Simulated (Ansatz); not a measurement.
# Sb6Se (Pm-3m) in Ansatz: equation of state

How stiff is Sb6Se in PBE, and what volume does it want? The cell is scaled to several volumes.

Program: Ansatz 0.2.0. These are calculated values, not measurements. Logs are shortened: lines on timing, memory, paths and dates and some standing lists are left out, and cuts for length are marked.

## (1) The structure

Symmetry: Pm-3m, No. 221, cubic system. The conventional cell has a = 7.463 Å, b = 7.463 Å, c = 7.463 Å, α = 90.00°, β = 90.00°, γ = 90.00°. Sb (site symmetry 4mm) is surrounded by 5 Sb at 3.05 to 3.15 Å.

The cell was built by a generator and needn't be a form met in nature.

## (2) Single point, PBE, 55.82 Å³/atom (volume scaled by 0.94)

Contents of input.yaml:

```yaml
crystal:
  lattice:
    - [7.3109743928, 0.0, 0.0]
    - [0.0, 7.3109743928, 0.0]
    - [0.0, 0.0, 7.3109743928]
  atoms:
    - { symbol: Sb, position: [0.21116, 0.5, 0.5] }
    - { symbol: Sb, position: [0.5, 0.21116, 0.5] }
    - { symbol: Sb, position: [0.78884, 0.5, 0.5] }
    - { symbol: Sb, position: [0.5, 0.78884, 0.5] }
    - { symbol: Sb, position: [0.5, 0.5, 0.21116] }
    - { symbol: Sb, position: [0.5, 0.5, 0.78884] }
    - { symbol: Se, position: [0.0, 0.0, 0.0] }
hamiltonian:
  xc: pbe
  pseudopotentials: { kind: paw }
kpoints:
  mp_grid: { grid: [4, 4, 4] }
scf:
  occupations: { method: fermi_dirac, width: 0.05 }
output:
  forces: true
  stress: true
  eigenvalues: true
```

Potentials or basis: Ansatz PAW.

Started as:

```sh
> ansatz run input.yaml --threads 4 --pin off --max-ram 10240MiB --backend cpu --events-out ev --progress --plain --runs-dir out
```

The log of the run:

```text
Warning: RAYON_NUM_THREADS=4 ignored (pool sized by the plan → 4); use --threads N
Engine: ansatz 0.2.0, aarch64-unknown-linux-gnu
Pseudopotentials: kind: paw
Pseudopotential: Sb, paw, valence charge 15, recommended cutoff 420 eV (normal), Sb.paw.azcp
Pseudopotential: Se, paw, valence charge 16, recommended cutoff 420 eV (normal), Se.paw.azcp
Functional definition: PBE
  parameter kappa = 0.804
  parameter beta = 0.06672455060314922
  exchange = pbe_x(kappa = kappa, mu = beta*pi^2/3)
  correlation = pbe_c(beta = beta)
Crystal: 7 atoms, lattice volume = 390.774 Å³
Basis set: ecut = 420 eV, 7689 PW (Γ), exchange–correlation on 100×100×100 points (8 copies of the dense FFT grid, shifted against one another)
Bands: 64, of which v1, the nominal top of the filled ones, is band 53 counted from 1 (52 counted from 0)
Symmetry: 48 space group operations
Space group: Pm-3m (ITA 221), of the structure as read, at distance tolerance 7.3e-5 Å
k-points: 10 of 64
Non-local potential: Sb, projectors of the file, l = 0: 2, l = 1: 2, l = 2: 2, l = 3: 2
Non-local potential: Se, projectors of the file, l = 0: 2, l = 1: 2, l = 2: 3, l = 3: 1
PAW form: soft (Blöchl's): semilocal exchange-correlation on the pseudo side does not see the compensation charge
PAW one-centre angular grid: Sb, 590 points (default); XC on 64 Gauss nodes
PAW one-centre angular grid: Se, 590 points (default); XC on 64 Gauss nodes
Initial density: superposition of atomic densities (neutral atoms: chi_scale 0, normalization atom), corrected by the library's trained network
Initial wavefunctions: pseudopotential atomic-orbital guess
Functional: x = pbe(κ = 0.804, μ = 0.2195149727645171), c = pbe(β = 0.06672455060314922)
SCF iter   1: F=—  HF=-44372.974551 eV  |F-HF|=—  |Δ(HF+E_count)|=         —  Δρ=2.52e-2  dr2=1.46e1  ethr=1.77e-3  ⟨swp⟩=7.2  Hψ=2488  notcnv=0  defer=1
preconditioner: auto → LDOS  [metal: Δε(μ)=0.049 eV  Ē_g=7.409 eV  σ=0.050 eV  W_gap=0.24  n_scr=80 (ndim 8)  ℏωp=11.3 eV  f_vac=0.367  D(μ)=7.03/eV (n_scr^D=32)  β→1.0]
SCF iter   2: F=—  HF=-44401.442651 eV  |F-HF|=—  |Δ(HF+E_count)|=    2.85e1  Δρ=7.39e-2  dr2=1.21e2  ethr=1.77e-3  ⟨swp⟩=5.1  Hψ=1652  notcnv=0  defer=27  recentre
SCF iter   3: F=—  HF=-44369.882052 eV  |F-HF|=—  |Δ(HF+E_count)|=    3.16e1  Δρ=1.17e-2  dr2=2.00e0  ethr=1.77e-3  ⟨swp⟩=3.5  Hψ=1687  notcnv=0  defer=26
SCF iter   4: F=—  HF=-44370.154365 eV  |F-HF|=—  |Δ(HF+E_count)|=   2.72e-1  Δρ=1.58e-2  dr2=6.18e0  ethr=1.77e-3  ⟨swp⟩=2.2  Hψ=845  notcnv=0  defer=22  recentre
SCF iter   5: F=—  HF=-44370.452872 eV  |F-HF|=—  |Δ(HF+E_count)|=   2.99e-1  Δρ=2.96e-2  dr2=1.99e1  ethr=1.77e-3  ⟨swp⟩=2.4  Hψ=833  notcnv=0  defer=23
SCF iter   6: F=—  HF=-44369.927380 eV  |F-HF|=—  |Δ(HF+E_count)|=   5.25e-1  Δρ=1.21e-2  dr2=3.64e0  ethr=1.77e-3  ⟨swp⟩=1.8  Hψ=747  notcnv=0  defer=20
SCF iter   7: F=—  HF=-44369.876035 eV  |F-HF|=—  |Δ(HF+E_count)|=   5.13e-2  Δρ=1.21e-2  dr2=3.35e0  ethr=1.77e-3  ⟨swp⟩=1.4  Hψ=672  notcnv=0  defer=20
SCF iter   8: F=—  HF=-44369.788639 eV  |F-HF|=—  |Δ(HF+E_count)|=   8.74e-2  Δρ=5.58e-4  dr2=9.13e-3  ethr=1.77e-3  ⟨swp⟩=1.0  Hψ=714  notcnv=0  defer=20
SCF iter   9: F=—  HF=-44369.796367 eV  |F-HF|=—  |Δ(HF+E_count)|=   7.73e-3  Δρ=3.56e-3  dr2=3.10e-1  ethr=8.62e-6  ⟨swp⟩=2.0  Hψ=815  notcnv=0  defer=21
SCF iter  10: F=—  HF=-44369.792152 eV  |F-HF|=—  |Δ(HF+E_count)|=   4.22e-3  Δρ=2.59e-3  dr2=1.63e-1  ethr=8.62e-6  ⟨swp⟩=1.0  Hψ=619  notcnv=0  defer=21
SCF iter  11: F=—  HF=-44369.787768 eV  |F-HF|=—  |Δ(HF+E_count)|=   4.38e-3  Δρ=3.42e-4  dr2=2.99e-3  ethr=8.62e-6  ⟨swp⟩=1.6  Hψ=627  notcnv=0  defer=21
SCF iter  12: F=—  HF=-44369.787684 eV  |F-HF|=—  |Δ(HF+E_count)|=   8.34e-5  Δρ=1.06e-5  dr2=1.21e-6  ethr=2.82e-6  ⟨swp⟩=1.0  Hψ=619  notcnv=0  defer=21
SCF iter  13: F=—  HF=-44369.787356 eV  |F-HF|=—  |Δ(HF+E_count)|=   3.29e-4  Δρ=9.91e-6  dr2=2.47e-6  ethr=1.14e-9  ⟨swp⟩=3.8  Hψ=1356  notcnv=0  defer=21
SCF iter  14: F=—  HF=-44369.787356 eV  |F-HF|=—  |Δ(HF+E_count)|=   3.31e-8  Δρ=5.83e-6  dr2=9.12e-7  ethr=1.14e-9  ⟨swp⟩=1.0  Hψ=619  notcnv=0  defer=21
SCF iter  15: F=-44369.787356 eV  HF=-44369.787356 eV  |F-HF|=3.44e-8  |Δ(HF+E_count)|=   2.75e-8  Δρ=1.19e-6  dr2=3.71e-8  ethr=9.43e-11  ⟨swp⟩=11.4  Hψ=2647  notcnv=0
SCF 1 converged in 15 iterations: F = -44369.787356 eV  dr2 = 3.71e-8
SCF converged after 15 iterations
Free energy (F): -44369.787356 eV
Harris-Foulkes:  -44369.787356 eV  (|F-HF|=3.44e-8)
Internal energy: -44369.616332 eV  (E = F + TS)
E sigma→0 (E₀):  -44369.701844 eV
Entropy (-TS):   -0.171024 eV (-24.432 meV/atom)
Fermi energy:    2.648288 eV
--- Per-component energies (eV) ---
  E_band       = -2108.232418
  E_kinetic    = 1356.292868
  E_local      = -18974.193403  (includes V_loc(G=0)·N_el)
  E_nonlocal   = 1575.058969
  E_hartree    = 8671.438001
  E_xc         = -929.281581
  E_vxc        = -667.302711  (∫ρ·V_xc dr)
  E_paw        = -29359.583491  (= ΣΔE_a)
  E_vpaw       = -2740.969527  (= ΣTr[D̂ρ^β])
  E_aug_tail   = -0.000606  (compensation charges beyond the density's cutoff)
  E_ewald      = -6709.347089
  E_smearing   = -0.171024  (= −TS)
  E_closure    = 0.000000  (closes the sum)
  Σ components = -44369.787356   (vs F -44369.787356, Δ=0.00e0)
--- Forces (eV/Å), atoms counted from 1 ---
  atom   1  Sb    -0.51969708     0.00000000     0.00000000
  atom   2  Sb    -0.00000000    -0.51969708     0.00000000
  atom   3  Sb     0.51969708    -0.00000000     0.00000000
  atom   4  Sb     0.00000000     0.51969708     0.00000000
  atom   5  Sb     0.00000000     0.00000000    -0.51969708
  atom   6  Sb    -0.00000000     0.00000000     0.51969708
  atom   7  Se    -0.00000000     0.00000000     0.00000000
  max |Σ_I F_I| component: 3.32e-16 eV/Å
--- Stress (GPa, compression-positive) ---
        1.521707       0.000000       0.000000
        0.000000       1.521707       0.000000
        0.000000       0.000000       1.521707
  P = ⅓ Tr σ = 1.5217 GPa (15.217 kbar)
--- Band table (eV; the first three rows and the last of 10) ---
  k-point 0: bands = ["-43.4794", "-43.4794", "-43.4794", "-43.4794", "-43.4794", "-26.7220", "-26.6670", "-26.6670", "-26.6670", "-26.6393", "-26.6393", "-26.6393", "-26.6154", "-26.6154", "-26.6154", "-26.6041", "-26.6041", "-26.5682", "-26.5655", "-26.5655", "-26.5380", "-26.5380", "-26.5380", "-26.5245", "-26.5245", "-26.5245", "-26.5059", "-26.5059", "-26.4869", "-26.4869", "-26.4869", "-26.4783", "-26.4783", "-26.4783", "-26.4650", "-9.8911", "-7.8825", "-6.4602", "-6.4602", "-6.4602", "-5.8783", "-5.8783", "-2.6989", "-0.1231", "-0.1231", "-0.1231", "1.4659", "1.4659", "1.4659", "2.1050", "2.1050", "2.1050", "2.6099", "2.6099", "2.6099", "3.4978", "3.4978", "4.6873", "4.6873", "4.6873", "6.1343", "6.5601", "6.5601", "6.5601"]
  k-point 1: bands = ["-43.4794", "-43.4794", "-43.4794", "-43.4794", "-43.4794", "-26.7150", "-26.6743", "-26.6743", "-26.6670", "-26.6540", "-26.6348", "-26.6348", "-26.6158", "-26.6103", "-26.6103", "-26.6041", "-26.5963", "-26.5686", "-26.5657", "-26.5647", "-26.5378", "-26.5369", "-26.5369", "-26.5247", "-26.5247", "-26.5234", "-26.5066", "-26.5059", "-26.4880", "-26.4880", "-26.4876", "-26.4803", "-26.4803", "-26.4783", "-26.4646", "-9.8468", "-7.8830", "-7.0269", "-6.4549", "-6.4549", "-5.8777", "-5.2400", "-2.3752", "-0.3203", "-0.3203", "-0.1213", "0.4344", "1.5915", "1.5915", "2.0716", "2.4245", "2.4245", "2.5038", "2.6047", "2.6047", "3.2620", "3.4995", "4.7373", "4.7373", "5.4795", "6.0430", "6.0430", "6.5608", "6.6191"]
  k-point 2: bands = ["-43.4794", "-43.4794", "-43.4794", "-43.4794", "-43.4794", "-26.7043", "-26.6796", "-26.6796", "-26.6699", "-26.6669", "-26.6326", "-26.6326", "-26.6162", "-26.6047", "-26.6047", "-26.6041", "-26.5909", "-26.5690", "-26.5661", "-26.5639", "-26.5377", "-26.5356", "-26.5356", "-26.5250", "-26.5250", "-26.5222", "-26.5075", "-26.5059", "-26.4901", "-26.4901", "-26.4884", "-26.4818", "-26.4818", "-26.4783", "-26.4642", "-9.7984", "-7.8842", "-7.3398", "-6.4496", "-6.4496", "-5.8771", "-4.8773", "-1.4075", "-1.0841", "-0.4751", "-0.4751", "-0.1195", "1.6499", "1.6499", "2.0393", "2.5499", "2.5945", "2.5945", "2.8342", "2.8342", "3.0400", "3.5011", "5.0902", "5.0902", "5.1739", "5.1739", "5.8160", "6.5614", "7.4021"]
  k-point 9: bands = ["-43.4794", "-43.4794", "-43.4794", "-43.4794", "-43.4794", "-26.6906", "-26.6906", "-26.6906", "-26.6620", "-26.6620", "-26.6620", "-26.6393", "-26.6011", "-26.6011", "-26.6011", "-26.5741", "-26.5741", "-26.5741", "-26.5705", "-26.5636", "-26.5636", "-26.5229", "-26.5229", "-26.5229", "-26.5196", "-26.5196", "-26.5083", "-26.5083", "-26.5037", "-26.5037", "-26.5037", "-26.4785", "-26.4785", "-26.4785", "-26.4626", "-9.5829", "-7.8821", "-7.3289", "-7.3289", "-7.3289", "-3.9061", "-3.9061", "-0.9617", "-0.9617", "-0.9617", "-0.7721", "-0.7721", "-0.7721", "0.8187", "2.5900", "2.5900", "2.5900", "3.3692", "3.3692", "3.3692", "4.1250", "4.1250", "4.1250", "4.4807", "4.4807", "4.4807", "6.4692", "7.6495", "7.6495"]
```

Wall time 10 s (4 threads of Arm Neoverse N1, shared host); peak memory 0.95 GiB.

What came out:

| Property | Result |
| --- | --- |
| Free energy | -44369.7874 eV |
| Pressure | 1.5 GPa |
| Largest force | 0.520 eV/Å |
| Band gap on the k mesh | none (metal or under the smearing width) |

## (3) Single point, PBE, 57.01 Å³/atom (volume scaled by 0.96)

Edit input.yaml of step 2 so:

```diff
@@ -2,5 +2,5 @@
   lattice:
-    - [7.3109743928, 0.0, 0.0]
-    - [0.0, 7.3109743928, 0.0]
-    - [0.0, 0.0, 7.3109743928]
+    - [7.3624618243, 0.0, 0.0]
+    - [0.0, 7.3624618243, 0.0]
+    - [0.0, 0.0, 7.3624618243]
   atoms:
```

Potentials or basis: Ansatz PAW.

Started as:

```sh
> ansatz run input.yaml --threads 4 --pin off --max-ram 10240MiB --backend cpu --events-out ev --progress --plain --runs-dir out
```

Run time: 11 s. Hardware: 4 threads of Arm Neoverse N1, shared host; peak memory 0.95 GiB.

It converged, with:

```yaml
Free_energy: -44369.8520 eV
Pressure: 1.0 GPa
Largest_force: 0.329 eV/Å
Band_gap_on_the_k_mesh: none (metal or under the smearing width)
```

## (4) Single point, PBE, 58.20 Å³/atom (volume scaled by 0.98)

Edit input.yaml of step 3 so:

```diff
@@ -2,5 +2,5 @@
   lattice:
-    - [7.3624618243, 0.0, 0.0]
-    - [0.0, 7.3624618243, 0.0]
-    - [0.0, 0.0, 7.3624618243]
+    - [7.4132390276, 0.0, 0.0]
+    - [0.0, 7.4132390276, 0.0]
+    - [0.0, 0.0, 7.4132390276]
   atoms:
```

Started as:

```sh
> ansatz run input.yaml --threads 4 --pin off --max-ram 10240MiB --backend cpu --events-out ev --progress --plain --runs-dir out
```

Run time: 9.9 s. Hardware: 4 threads of Arm Neoverse N1, shared host; peak memory 0.97 GiB.

Results (log left out):

```yaml
Free_energy: -44369.8898 eV
Pressure: 0.5 GPa
Largest_force: 0.154 eV/Å
Band_gap_on_the_k_mesh: none (metal or under the smearing width)
```

## (5) Single point, PBE, 59.39 Å³/atom

Edit input.yaml of step 4 so:

```diff
@@ -2,5 +2,5 @@
   lattice:
-    - [7.4132390276, 0.0, 0.0]
-    - [0.0, 7.4132390276, 0.0]
-    - [0.0, 0.0, 7.4132390276]
+    - [7.46333, 0.0, 0.0]
+    - [0.0, 7.46333, 0.0]
+    - [0.0, 0.0, 7.46333]
   atoms:
@@ -24 +24,5 @@
   eigenvalues: true
+  write_density: true
+  write_potential: true
+  elf: true
+  volumetric_format: npy
```

Started as:

```sh
> ansatz run input.yaml --threads 4 --pin off --max-ram 10240MiB --backend cpu --events-out ev --progress --plain --runs-dir out
```

Run time: 13 s. Hardware: 4 threads of Arm Neoverse N1, shared host; peak memory 0.99 GiB.

The run converged. Its results:

```yaml
Free_energy: -44369.9037 eV
Pressure: 0.1 GPa
Largest_force: 0.008 eV/Å
Band_gap_on_the_k_mesh: none (metal or under the smearing width)
```

## (6) Single point, PBE, 60.58 Å³/atom (volume scaled by 1.02)

Edit input.yaml of step 5 so:

```diff
@@ -2,5 +2,5 @@
   lattice:
-    - [7.46333, 0.0, 0.0]
-    - [0.0, 7.46333, 0.0]
-    - [0.0, 0.0, 7.46333]
+    - [7.5127574669, 0.0, 0.0]
+    - [0.0, 7.5127574669, 0.0]
+    - [0.0, 0.0, 7.5127574669]
   atoms:
```

Potentials or basis: Ansatz PAW.

Started as:

```sh
> ansatz run input.yaml --threads 4 --pin off --max-ram 10240MiB --backend cpu --events-out ev --progress --plain --runs-dir out
```

It took 14 s on 4 threads of Arm Neoverse N1, shared host; peak memory 1 GiB.

Results (log left out):

| Item | Value |
| --- | --- |
| Free energy | -44369.8958 eV |
| Pressure | -0.3 GPa |
| Largest force | 0.158 eV/Å |
| Band gap on the k mesh | none (metal or under the smearing width) |

## (7) Single point, PBE, 61.76 Å³/atom (volume scaled by 1.04)

Edit input.yaml of step 6 so:

```diff
@@ -2,5 +2,5 @@
   lattice:
-    - [7.5127574669, 0.0, 0.0]
-    - [0.0, 7.5127574669, 0.0]
-    - [0.0, 0.0, 7.5127574669]
+    - [7.5615429733, 0.0, 0.0]
+    - [0.0, 7.5615429733, 0.0]
+    - [0.0, 0.0, 7.5615429733]
   atoms:
@@ -24,5 +24 @@
   eigenvalues: true
-  write_density: true
-  write_potential: true
-  elf: true
-  volumetric_format: npy
```

Started as:

```sh
> ansatz run input.yaml --threads 4 --pin off --max-ram 10240MiB --backend cpu --events-out ev --progress --plain --runs-dir out
```

Run time: 13 s. Hardware: 4 threads of Arm Neoverse N1, shared host; peak memory 1 GiB.

Results (log left out):

```
Free energy            : -44369.8688 eV
Pressure               : -0.7 GPa
Largest force          : 0.296 eV/Å
Band gap on the k mesh : none (metal or under the smearing width)
```

(Part 1 of 2 ends here.)
